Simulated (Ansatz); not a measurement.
**One shape, several levels: CH4BFO (SMILES OCBF)**

We compute a comparison of 4 runs (HF/STO-3G, B3LYP/pcseg-1, BLYP/cc-pVTZ, MP2/STO-3G) of CH4BFO. 

The results are computed with Ansatz 0.2.0.

6 further runs of the same task are left out: 2 for a known fault of the program, 1 that didn't finish, 3 set aside as unsound or not needed.

### 1 The molecule

CH4BFO has 8 atoms, charge 0, and is taken as a singlet. As SMILES, `OCBF`. Geometry: relaxed at PBE0-D4/def2-TZVP. This is one conformer, not always the lowest.

Bond lengths: O1–C2 1.408 Å, C2–B3 1.560 Å, B3–F4 1.317 Å, O1–H5 0.959 Å, C2–H6 1.105 Å, C2–H7 1.105 Å, B3–H8 1.201 Å. Angles: O1–C2–B3 113.4°, C2–B3–F4 121.5°, O1–C2–H6 112.5°, O1–C2–H7 112.5°, B3–C2–H6 106.7°, B3–C2–H7 106.6°, C2–O1–H5 108.9°, C2–B3–H8 120.7°, F4–B3–H8 117.8°, H6–C2–H7 104.5°.

### 2 Energy and gradient at HF/STO-3G (run 1)

File run.yaml:

```yaml
crystal:
  periodic: [false, false, false]
  atoms:
    - {symbol: O, position_ang: [-1.240500, 0.762600, -0.169300]}
    - {symbol: C, position_ang: [0.117900, 0.425000, -0.013600]}
    - {symbol: B, position_ang: [0.368600, -1.112000, 0.076000]}
    - {symbol: F, position_ang: [-0.622900, -1.976700, 0.007200]}
    - {symbol: H, position_ang: [-1.319100, 1.717500, -0.217300]}
    - {symbol: H, position_ang: [0.563100, 0.872000, 0.893700]}
    - {symbol: H, position_ang: [0.744200, 0.799800, -0.843400]}
    - {symbol: H, position_ang: [1.481000, -1.545400, 0.210800]}
basis:
  gaussian:
    orbitals: STO-3G
hamiltonian:
  xc: hf
accuracy: high
output: {forces: true, orbitals: {seedname: orbitals}}
```

Started as:

```
$ ansatz run run.yaml --threads 1 --pin off --max-ram 2610MiB --events-out events.jsonl --progress --plain --runs-dir runs
```

What it wrote:

```text
Warning: RAYON_NUM_THREADS=1 ignored (pool sized by the plan → 1); use --threads N
Functional definition: HF
  name "HF"
  exchange = exact_x
  correlation = 0
467 factors; integrals over basis functions are off by at most 5.0e-8 eV
mean field evaluation 1: about -6419.5121 eV, gradient 2.7e1 eV
mean field evaluation 2: about -6419.6717 eV, gradient 2.7e1 eV
mean field evaluation 4: about -6422.3562 eV, gradient 1.6e0 eV
mean field evaluation 8: about -6422.3653 eV, gradient 1.7e-5 eV
mean field -6422.36527127 eV, -236.0175704836 hartree, gradient 2.6e-8 eV, S^2 0.000000; 0 other end points of the search recorded, 0 dependent functions left out
the calculation of the forces begins
reference -6422.36527127 eV, -236.0175704836 hartree; 16, 16 occupied and 8, 8 virtual orbitals, 467 factors
Total energy: -6422.36527127 eV, -236.0175704836 hartree
Atom 0 at    -1.240500     0.762600    -0.169300 Å, force    -1.514225    -2.268292    -0.063254 eV/Å
Atom 1 at     0.117900     0.425000    -0.013600 Å, force     1.685581     1.317036     0.119382 eV/Å
Atom 2 at     0.368600    -1.112000     0.076000 Å, force    -0.215329    -2.488898     0.080858 eV/Å
Atom 3 at    -0.622900    -1.976700     0.007200 Å, force     1.025226     0.857860     0.072592 eV/Å
Atom 4 at    -1.319100     1.717500    -0.217300 Å, force     0.392580     2.050623    -0.044450 eV/Å
Atom 5 at     0.563100     0.872000     0.893700 Å, force    -0.185012    -0.003873    -0.218445 eV/Å
Atom 6 at     0.744200     0.799800    -0.843400 Å, force    -0.226400     0.013062     0.176242 eV/Å
Atom 7 at     1.481000    -1.545400     0.210800 Å, force    -0.962422     0.522481    -0.122924 eV/Å
Dipole moment:     0.251948     0.282496     0.014516 e Å
```

Run time: 0.73 s. Hardware: 1 thread of Arm Neoverse N1, shared host; peak memory 0.08 GiB.

### 3 Energy and forces at B3LYP/pcseg-1 (run 2)

File molecule.yaml:

```yaml
crystal:
  periodic: [false, false, false]
  atoms:
    - {symbol: O, position_ang: [-1.240500, 0.762600, -0.169300]}
    - {symbol: C, position_ang: [0.117900, 0.425000, -0.013600]}
    - {symbol: B, position_ang: [0.368600, -1.112000, 0.076000]}
    - {symbol: F, position_ang: [-0.622900, -1.976700, 0.007200]}
    - {symbol: H, position_ang: [-1.319100, 1.717500, -0.217300]}
    - {symbol: H, position_ang: [0.563100, 0.872000, 0.893700]}
    - {symbol: H, position_ang: [0.744200, 0.799800, -0.843400]}
    - {symbol: H, position_ang: [1.481000, -1.545400, 0.210800]}
basis:
  gaussian: {orbitals: pcseg-1.json}
hamiltonian: {xc: {name: B3LYP}}
accuracy: high
output: {forces: true, orbitals: {seedname: orbitals}}
```

The basis set pcseg-1 is read from a file made from the Basis Set Exchange's data (not shown).

Started as:

```
$ ansatz run molecule.yaml --threads 1 --pin off --max-ram 2610MiB --events-out events.jsonl --progress --plain --runs-dir runs
```

What it wrote (excerpt; [...] marks lines left out):

```text
Warning: RAYON_NUM_THREADS=1 ignored (pool sized by the plan → 1); use --threads N
Functional definition: B3LYP
  name "B3LYP"
[...]
1806 factors; integrals over basis functions are off by at most 3.6e-9 eV
[...]
mean field -6542.27512349 eV, -240.4241762748 hartree, gradient 2.7e-8 eV, S^2 0.000000; 0 other end points of the search recorded, 0 dependent functions left out
[...]
reference -6542.27516127 eV, -240.4241776632 hartree; 16, 16 occupied and 60, 60 virtual orbitals, 1806 factors
Total energy: -6542.27516127 eV, -240.4241776632 hartree
Atom 0 at    -1.240500     0.762600    -0.169300 Å, force    -0.325975    -0.346000    -0.019575 eV/Å
Atom 1 at     0.117900     0.425000    -0.013600 Å, force     0.173805    -0.050779     0.019473 eV/Å
Atom 2 at     0.368600    -1.112000     0.076000 Å, force     0.246917     0.204239     0.018210 eV/Å
Atom 3 at    -0.622900    -1.976700     0.007200 Å, force    -0.313510    -0.303215    -0.020510 eV/Å
Atom 4 at    -1.319100     1.717500    -0.217300 Å, force    -0.042591     0.404991    -0.021296 eV/Å
Atom 5 at     0.563100     0.872000     0.893700 Å, force     0.090210     0.064329     0.144026 eV/Å
Atom 6 at     0.744200     0.799800    -0.843400 Å, force     0.118487     0.053210    -0.126659 eV/Å
Atom 7 at     1.481000    -1.545400     0.210800 Å, force     0.052657    -0.026776     0.006331 eV/Å
Dipole moment:     0.344778     0.450365     0.017342 e Å
```

Run time: 11 s. Hardware: 1 thread of Arm Neoverse N1, shared host; peak memory 0.22 GiB.

Run 3 isn't shown in full; the table further down has it.

### 4 Energy and forces at MP2/STO-3G (run 4)

File molecule.yaml:

```yaml
crystal:
  periodic: [false, false, false]
  atoms:
    - symbol: O
      position_ang: [-1.240500, 0.762600, -0.169300]
    - symbol: C
      position_ang: [0.117900, 0.425000, -0.013600]
    - symbol: B
      position_ang: [0.368600, -1.112000, 0.076000]
    - symbol: F
      position_ang: [-0.622900, -1.976700, 0.007200]
    - symbol: H
      position_ang: [-1.319100, 1.717500, -0.217300]
    - symbol: H
      position_ang: [0.563100, 0.872000, 0.893700]
    - symbol: H
      position_ang: [0.744200, 0.799800, -0.843400]
    - symbol: H
      position_ang: [1.481000, -1.545400, 0.210800]
basis:
  gaussian: {orbitals: STO-3G}
correlation: {method: mp2, frozen_orbitals: {B: 1, C: 1, F: 1, H: 0, O: 1}}
accuracy: high
output: {forces: true, orbitals: {seedname: orbitals}}
```

Started as:

```
$ ansatz run molecule.yaml --threads 1 --pin off --max-ram 2610MiB --events-out events.jsonl --progress --plain --runs-dir runs
```

What it wrote (excerpt; [...] marks lines left out):

```text
Warning: RAYON_NUM_THREADS=1 ignored (pool sized by the plan → 1); use --threads N
Functional definition: HF
  name "HF"
[...]
467 factors; integrals over basis functions are off by at most 5.0e-8 eV
[...]
mean field -6422.36527127 eV, -236.0175704836 hartree, gradient 2.6e-8 eV, S^2 0.000000; 0 other end points of the search recorded, 0 dependent functions left out
4 core orbitals not correlated: weight in the atoms' cores, before any rotation towards them, 1.000 or more for the frozen orbitals, at most 0.000 for the correlated occupied ones
reference -6422.36527127 eV, -236.0175704836 hartree; 12, 12 occupied and 8, 8 virtual orbitals, 467 factors
second order -3.87258340 eV of doubles, -0.00000000 eV of singles
[...]
Total energy: -6426.23785467 eV, -236.1598852986 hartree
Atom 0 at    -1.240500     0.762600    -0.169300 Å, force    -2.627547    -3.489347    -0.128485 eV/Å
Atom 1 at     0.117900     0.425000    -0.013600 Å, force     1.571644     1.155783     0.114483 eV/Å
Atom 2 at     0.368600    -1.112000     0.076000 Å, force    -0.376509    -2.523871     0.065287 eV/Å
Atom 3 at    -0.622900    -1.976700     0.007200 Å, force     0.810301     0.663448     0.057993 eV/Å
Atom 4 at    -1.319100     1.717500    -0.217300 Å, force     0.495485     3.300102    -0.085800 eV/Å
Atom 5 at     0.563100     0.872000     0.893700 Å, force     0.270765     0.300709     0.415309 eV/Å
Atom 6 at     0.744200     0.799800    -0.843400 Å, force     0.352687     0.268442    -0.372955 eV/Å
Atom 7 at     1.481000    -1.545400     0.210800 Å, force    -0.496825     0.324734    -0.065831 eV/Å
Dipole moment:     0.155153     0.211705     0.007263 e Å
```

Run time: 0.85 s. Hardware: 1 thread of Arm Neoverse N1, shared host; peak memory 0.08 GiB.

### 5 The series

| run | level | frozen core orbitals | energy (Eh) | dipole moment (D) | HOMO energy (eV) | LUMO energy (eV) | wall time |
| --- | --- | --- | --- | --- | --- | --- | --- |
| 1 | HF/STO-3G | – | -236.017570 | 1.82 | -9.58 | 7.77 | 0.73 s |
| 2 | B3LYP/pcseg-1 | – | -240.424178 | 2.73 | -7.74 | -0.66 | 11 s |
| 3 | BLYP/cc-pVTZ | – | -240.501614 | 2.45 | -6.30 | -1.34 | 37 s |
| 4 | MP2/STO-3G | 4 | -236.159885 | 1.26 | -9.58 | 7.77 | 0.85 s |

### 6 What came out

| quantity | value |
| --- | --- |
| run 4: total energy | -236.15989 Eh |
| run 4: dipole moment (correlated density) | 1.26 D |
| run 4: HOMO energy (Hartree–Fock orbitals) | -9.58 eV |
| run 4: LUMO energy (Hartree–Fock orbitals) | 7.77 eV |
| run 4: HOMO–LUMO gap (Hartree–Fock orbitals) | 17.35 eV |
| run 4: correlation energy (4 core orbitals frozen) | -142.3 mEh |
| run 4: largest force on an atom | 4.370 eV/Å |

What this shows: The dipole moment (its size) runs from 1.26 D (MP2/STO-3G) to 2.73 D (B3LYP/pcseg-1). The two ends differ in method and basis. Over runs 1, 2, 3 the HOMO–LUMO gap runs from 4.96 eV (BLYP/cc-pVTZ) to 17.35 eV (HF/STO-3G). Totals of different functionals can't be ranked against each other. In runs 1, 4 the basis is minimal, so the values are rough. All runs together took 50 s, the longest 37 s.
